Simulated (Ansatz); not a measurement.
# NiMoIrPdW (P3m1) in Ansatz: a series of runs, part 2 of 2

Ansatz 0.2.0.

### 4 Electric field gradients, PBE, collinear spin, ferromagnetic start

Input file input.yaml:

```yaml
crystal:
  lattice:
    - [2.76616, 0.0, 0.0]
    - [-1.38308, 2.39557, 0.0]
    - [0.0, 0.0, 11.02292]
  atoms:
    - { symbol: Ni, position: [0.33333, 0.66667, 0.59712], spin: 1.0 }
    - { symbol: Mo, position: [0.0, 0.0, 0.41074], spin: 1.0 }
    - { symbol: Pd, position: [0.66667, 0.33333, 0.7952] }
    - { symbol: Ir, position: [0.66667, 0.33333, 0.1996], spin: 0.6 }
    - { symbol: W, position: [0.33333, 0.66667, 0.99734] }
hamiltonian:
  xc: pbe
  pseudopotentials: { kind: paw, frozen_core: stored }
magnetization:
  spin_polarized: true
kpoints:
  mp_grid: { grid: [11, 11, 3] }
scf:
  occupations: { method: fermi_dirac, width: 0.05 }
output:
  forces: true
  stress: true
  eigenvalues: true
  efg: {}
  write_density: true
  write_potential: true
  elf: true
  volumetric_format: npy
```

Potentials or basis: Ansatz PAW.

Launch:

```console
$ ansatz run input.yaml --threads 8 --pin off --max-ram 20480MiB --backend cpu --events-out ev --progress --plain --runs-dir out
```

The program printed:

```text
Warning: the atoms were moved onto the symmetric positions of the space group found under crystal.symmetry.tolerance 1.0e-5 (fractional; no operation is sought that the atoms, as they stand in a round, miss by more than twice it, and no atom is moved by as much as it), and the run uses the moved positions. Before a round's move an operation carried an atom to 2.77e-5 Å from where it should land, the largest such distance. Atom 0 (counting from 0) moved farthest, by 1.60e-5 Å; the longest move in fractions of the cell, of whichever atom, is 0.47 of the tolerance, in 1 round. To run the atoms as typed, lower crystal.symmetry.tolerance until the operations that they miss are no longer found, or set crystal.symmetry.detect: false (a key that needs symmetry detection or time reversal refuses this as the deck is read). The positions used, in the order of the run's atom list: position: [0.3333333333333333, 0.6666666666666666, 0.59712]; position: [0.0, 0.0, 0.41074]; position: [0.6666666666666666, 0.3333333333333333, 0.7952]; position: [0.6666666666666666, 0.3333333333333333, 0.1996]; position: [0.3333333333333333, 0.6666666666666666, 0.99734]; The lattice was moved too: crystal.lattice keeps the space group found at crystal.symmetry.tolerance 1.0e-5 only nearly: the operation that it misses by the most changes a squared length by the fraction 3.74e-6. The run uses the lattice that is a stretch of the typed one, with no rotation, onto the one that keeps every operation to a double's rounding (on a very oblique basis the stretch itself rounds by more); the deck's lattice vector that moved farthest moved by 2.98e-6 Å. To run the lattice as typed, set crystal.symmetry.tolerance under 3.73e-6, the least fraction by which an operation that the lattice misses changes a squared length (the same key also sets how far an atom may lie from its image, so lowering it can lose operations that the atoms keep only within it), or set crystal.symmetry.detect: false, as for the atoms. crystal.lattice made exact, in Å and degrees: [[2.766162984364202, 0.0, 0.0], [-1.383081492182101, 2.3955674154675757, 0.0], [0.0, 0.0, 11.02292]]. Pasted over the deck's crystal.lattice, beside positions in fractional coordinates, it runs the same cell (given as lengths and angles, that cell in the form's own orientation, a rigid turn of the misfit's size from the one run here, for which a checkpoint.post_process_only pass over this run's state can be refused: where this run relaxes nothing, give such a pass this deck's own crystal.lattice, as typed; behind a relaxation, as crystal.lattice, the state's own cell, identity.cell in its checkpoint.json), and a matrix so pasted ends this notice, except on a very skew basis of the lattice, where the rounding of the pasted numbers themselves can read as a misfit: the cell is then moved again, and that move is told again. The lattice as run is in this notice's lattice.as_run_ang field (Run.prep()["deck_notices"] in Python, the deck_notice line of an events file, deck_notices of ansatz run --dry-run=json, or deck_notices in record.json in the deck's checkpoint.write directory).
Warning: RAYON_NUM_THREADS=8 ignored (pool sized by the plan → 8); use --threads N
Mo, Pd, W, Ir: output.efg is read without spin–orbit coupling, which moves field gradients at and beside such atoms by some per cent and up to a factor of two; PAW files take it under magnetization.noncollinear and magnetization.spin_orbit
[... 146 lines left out ...]
  k-point 1 ↑: bands = ["-81.9306", "-71.4561", "-63.7421", "-52.9973", "-42.4884", "-42.2222", "-42.2222", "-40.0122", "-29.5856", "-29.2473", "-29.2473", "-28.3411", "-28.0837", "-28.0837", "-17.4171", "-16.6057", "-16.6057", "-14.1860", "-13.3749", "-13.3749", "11.7216", "13.3171", "14.2683", "15.1655", "16.0060", "17.7887", "17.7887", "17.8657", "17.8922", "17.8922", "18.3962", "18.7601", "18.7601", "19.2084", "19.3606", "19.3606", "19.6057", "19.6057", "19.6185", "19.8457", "19.8457", "20.8007", "20.8007", "21.3987", "21.3987", "21.4824", "23.3422", "23.3422", "24.2619", "24.2619", "29.5750"]
  k-point 2 ↑: bands = ["-81.9302", "-71.4534", "-63.7394", "-52.9890", "-42.4877", "-42.2262", "-42.2232", "-39.9973", "-29.5824", "-29.2713", "-29.2532", "-28.3356", "-28.1240", "-28.0934", "-17.4036", "-16.7040", "-16.6280", "-14.1709", "-13.4762", "-13.3978", "12.0008", "13.8285", "14.4186", "15.2564", "16.1180", "17.5264", "17.6847", "17.8769", "17.9638", "18.1169", "18.3418", "18.6452", "18.7470", "18.7756", "19.3484", "19.4111", "19.5297", "19.6222", "19.6348", "19.9730", "20.2074", "20.5437", "20.9417", "20.9677", "21.4620", "21.5730", "23.3198", "23.7304", "24.2121", "24.6277", "30.5554"]
  k-point 41 ↓: bands = ["-81.9251", "-71.4185", "-63.7044", "-52.8802", "-42.4799", "-42.2623", "-42.2526", "-39.7985", "-29.5407", "-29.4828", "-29.4255", "-28.4758", "-28.3806", "-28.2636", "-17.5283", "-17.3041", "-17.2262", "-14.3319", "-14.0983", "-13.9717", "15.7250", "15.9097", "16.3531", "16.5181", "16.8208", "16.8809", "17.0207", "17.1312", "17.4260", "17.7648", "17.9623", "18.4413", "18.7904", "19.1128", "19.4271", "19.7012", "20.3919", "20.5878", "20.9654", "21.1355", "21.3120", "21.5820", "22.5719", "22.9676", "23.5576", "25.5646", "25.9784", "27.0671", "27.6657", "27.8334", "28.9490"]
```

rho_z.tsv:

```text
# z_ang	rho[e/angstrom^3]	rho_spin[e/angstrom^3]
# format = ansatz-planar-average/11
# lattice	2.766162984	0.000000000	0.000000000
# lattice	-1.383081492	2.395567415	0.000000000
# lattice	0.000000000	0.000000000	11.022920000
# sites	5
# site	28	0.000000000	1.597044944	6.582005990
# site	42	0.000000000	0.000000000	4.527554161
# site	46	1.383081492	0.798522472	8.765425984
# site	77	1.383081492	0.798522472	2.200174832
# site	74	0.000000000	1.597044944	10.993599033
0.000000	1.610962e0	-7.246609e-8
0.146972	1.544599e0	-7.009840e-8
0.293945	1.359817e0	-6.396580e-8
0.440917	1.066942e0	-5.454590e-8
0.587889	7.547237e-1	-4.240652e-8
0.734861	5.203336e-1	-3.202001e-8
[... 67 lines left out ...]
10.728975	1.450410e0	-9.044212e-8
10.875948	1.584279e0	-7.900405e-8
```

v_z.tsv:

```text
# z_ang	v_es[eV]	v_tot_up[eV]	v_tot_dn[eV]
# format = ansatz-planar-average/11
# xc	pbe
# density_cutoff_ev	1680
# datasets	Ni=:simpson_from_first_knot:soft	Mo=:simpson_from_first_knot:soft	Pd=:simpson_from_first_knot:soft	Ir=:simpson_from_first_knot:soft	W=:simpson_from_first_knot:soft
# lattice	2.766162984	0.000000000	0.000000000
# lattice	-1.383081492	2.395567415	0.000000000
# lattice	0.000000000	0.000000000	11.022920000
# sites	5
# site	28	0.000000000	1.597044944	6.582005990
# site	42	0.000000000	0.000000000	4.527554161
# site	46	1.383081492	0.798522472	8.765425984
# site	77	1.383081492	0.798522472	2.200174832
# site	74	0.000000000	1.597044944	10.993599033
0.000000	-2.566438e0	-1.977844e1	-1.977844e1
0.146972	-1.499721e0	-1.833981e1	-1.833981e1
0.293945	9.920643e-1	-1.496786e1	-1.496786e1
0.440917	4.637828e0	-1.005774e1	-1.005774e1
0.587889	8.964259e0	-4.356093e0	-4.356093e0
0.734861	1.324865e1	1.054465e0	1.054465e0
[... 67 lines left out ...]
10.728975	-1.773366e-1	-1.655129e1	-1.655129e1
10.875948	-2.112148e0	-1.916942e1	-1.916942e1
```

It took 26 s on 8 threads of Arm Neoverse V1, shared host; peak memory 0.78 GiB.

Results:

| Item | Value |
| --- | --- |
| Free energy | -40088.6896 eV |
| Pressure | 0.1 GPa |
| Largest force | 0.161 eV/Å |
| Band gap on the k mesh | none (metal or under the smearing width) |
| Net moment | 0.00 μB per cell |
| Absolute moment | 0.00 μB per cell |

Forces in eV/Å, atoms in the order of the input:
```
Ni   0.000  0.000 -0.043
Mo   0.000  0.000 -0.058
Pd   0.000  0.000 -0.073
Ir   0.000  0.000  0.013
W    0.000  0.000  0.161
```

Levels at points of the mesh, in eV from the Fermi level:
Spin up:
```tsv
k point	band 36	band 37	band 38	band 39	band 40	band 41	band 42	band 43	band 44	band 45
(0.00, 0.00, 0.00)	-1.73	-1.48	-1.48	-1.05	-1.05	-0.92	-0.33	-0.33	-0.22	0.37
```
Spin down:
```csv
k point,band 37,band 38,band 39,band 40,band 41,band 42,band 43,band 44
"(0.00, 0.00, 0.00)",-1.48,-1.48,-1.05,-1.05,-0.92,-0.33,-0.33,-0.22
```

Caveat: the starting moments weren't kept.

### 5 The runs side by side

| task | points for each segment of the path | gap on the mesh (eV) | pressure (GPa) | moment (μB) | largest force (eV/Å) |
| --- | --- | --- | --- | --- | --- |
| band structure | 14 | none | 0.1 | 0.00 | 0.16 |
| projected density of states | - | none | 0.1 | 0.00 | 0.16 |
| electric field gradients | - | none | 0.1 | 0.00 | 0.16 |

Alike in all rows: level PBE; potentials or basis Ansatz PAW; spin collinear, ferromagnetic start; cell as given; k mesh 11 × 11 × 3; cutoff (eV) 420; smearing fermi-dirac 0.05 eV.

Every run on the cell as given and a fine mesh finds a metal.

Caveats: the starting moments weren't kept; spin-orbit coupling is left out, which moves the levels of the heavy elements (some runs).

Total energies depend on the potentials used, so only differences within one code and one set of settings carry meaning.
